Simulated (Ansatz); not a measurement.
**CH₅AlOSi: a ladder of functionals and wavefunction methods**

One table from this session's results is given with a row withheld; the runs are named, their logs left out.

The runs use Ansatz 0.2.0, Gaussian basis; functionals in def2-TZVPP, the program's frozen cores in correlated methods.

Plan: LDA (SPW92), PBE-D4, revPBE-D4, BLYP-D4, r2SCAN-D4, B97M-V, PBE0-D4, B3LYP-D4, r2SCANh-D4, r2SCAN0-D4, HSE06-D4, BHLYP-D4, CAM-B3LYP-D4, LC-ωPBE, ωB97X-V, ωB97M-V, B2PLYP, PBE-QIDH; CCSD(T)/def2-SVP; CCSD(T)/def2-TZVPP; MP2/def2-QZVPP; extrapolation to the limit; RPA on PBE.

## The geometry

All runs share one geometry, relaxed beforehand with PBE0-D4 in a triple-zeta def2 set.

9 atoms, charge 0, spin multiplicity 1.

Atoms are counted from 1 here; the program's logs count them from 0.

Bond lengths: C1–Si2 1.864 Å, C1–H5 1.093 Å, C1–H6 1.091 Å, C1–H7 1.095 Å, Si2–O3 1.685 Å, Si2–Al4 2.278 Å, Si2–H8 1.493 Å, O3–Al4 1.744 Å, Al4–H9 1.581 Å. Angles: Si2–C1–H5 110.2°, Si2–C1–H6 112.0°, Si2–C1–H7 109.5°, H5–C1–H6 108.6°, H5–C1–H7 107.8°, H6–C1–H7 108.6°, C1–Si2–O3 115.4°, C1–Si2–Al4 128.4°, C1–Si2–H8 107.8°, O3–Si2–Al4 49.5°, O3–Si2–H8 113.4°, Al4–Si2–H8 123.6°, Si2–O3–Al4 83.3°, Si2–Al4–O3 47.3°, Si2–Al4–H9 175.4°, O3–Al4–H9 128.1°.

Set-up of the first run:

in.yaml

```yaml
crystal:
  periodic: [false, false, false]
  atoms:
    - {symbol: C, position_ang: [-0.204247, 0.732054, -1.336568]}
    - {symbol: Si, position_ang: [0.042499, -0.628878, -0.087342]}
    - {symbol: O, position_ang: [1.159026, -0.299532, 1.130744]}
    - {symbol: Al, position_ang: [-0.217777, -0.539239, 2.174190]}
    - {symbol: H, position_ang: [-1.020080, 0.475475, -2.017930]}
    - {symbol: H, position_ang: [-0.435290, 1.686491, -0.861656]}
    - {symbol: H, position_ang: [0.705931, 0.850498, -1.933284]}
    - {symbol: H, position_ang: [0.336186, -1.886517, -0.836066]}
    - {symbol: H, position_ang: [-0.277946, -0.436453, 3.750913]}
basis:
  gaussian: {orbitals: def2-TZVPP}
hamiltonian: {xc: lda}
output: {orbitals: {seedname: orbitals}}
```

Run with:

```console
$ ansatz run in.yaml --threads 2 --pin off --events-out ev --progress --plain --max-ram 4352MiB
```

Among the steps run: LDA; PBE-D4 (GGA); revPBE-D4 (GGA); BLYP-D4 (GGA); r2SCAN-D4 (meta-GGA); B97M-V (meta-GGA); B3LYP-D4 (hybrid); r2SCANh-D4 (hybrid); r2SCAN0-D4 (hybrid); HSE06-D4 (hybrid); BHLYP-D4 (hybrid); CAM-B3LYP-D4 (range-separated); LC-ωPBE (range-separated); ωB97X-V (range-separated); ωB97M-V (range-separated); B2PLYP (double hybrid); PBE-QIDH (double hybrid).

One of the session's tables, all rows but one given; the rest of the session is left out.

It belongs to the step «Frontier levels by functional». 

| functional | HOMO (eV) | LUMO (eV) | gap (eV) |
| --- | --- | --- | --- |
| LDA (SPW92) | -5.15 | -2.32 | 2.84 |
| PBE-D4 | -5.04 | -2.12 | 2.93 |
| revPBE-D4 | -5.00 | -2.03 | 2.97 |
| BLYP-D4 | -4.92 | -1.98 | 2.94 |
| r2SCAN-D4 | -5.22 | -1.87 | 3.35 |
| B97M-V | -5.27 | -2.01 | 3.26 |
| PBE0-D4 | -6.05 | -1.37 | 4.69 |
| B3LYP-D4 | -5.89 | -1.55 | 4.34 |
| r2SCANh-D4 | -5.60 | -1.61 | 3.99 |
| r2SCAN0-D4 | -6.17 | -1.22 | 4.94 |
| HSE06-D4 | -5.66 | -1.73 | 3.93 |
| BHLYP-D4 | ? | ? | ? |
| CAM-B3LYP-D4 | -7.28 | -0.40 | 6.88 |
| LC-ωPBE | -8.49 | 0.64 | 9.13 |
| ωB97X-V | -8.22 | 0.54 | 8.76 |
| ωB97M-V | -8.02 | 0.29 | 8.32 |

Q: Estimate the row for BHLYP-D4 from the others.

Worked estimate for «HOMO (eV)». Against the share of exact exchange, BLYP-D4 (0, -4.92), B3LYP-D4 (0.2, -5.89) give a slope of -4.85 per unit share; at 0.5 the line stands at -7.34.

The run gave: HOMO (eV): -6.97; LUMO (eV): -0.58; gap (eV): 6.39. In «HOMO (eV)» the line misses by -0.37.
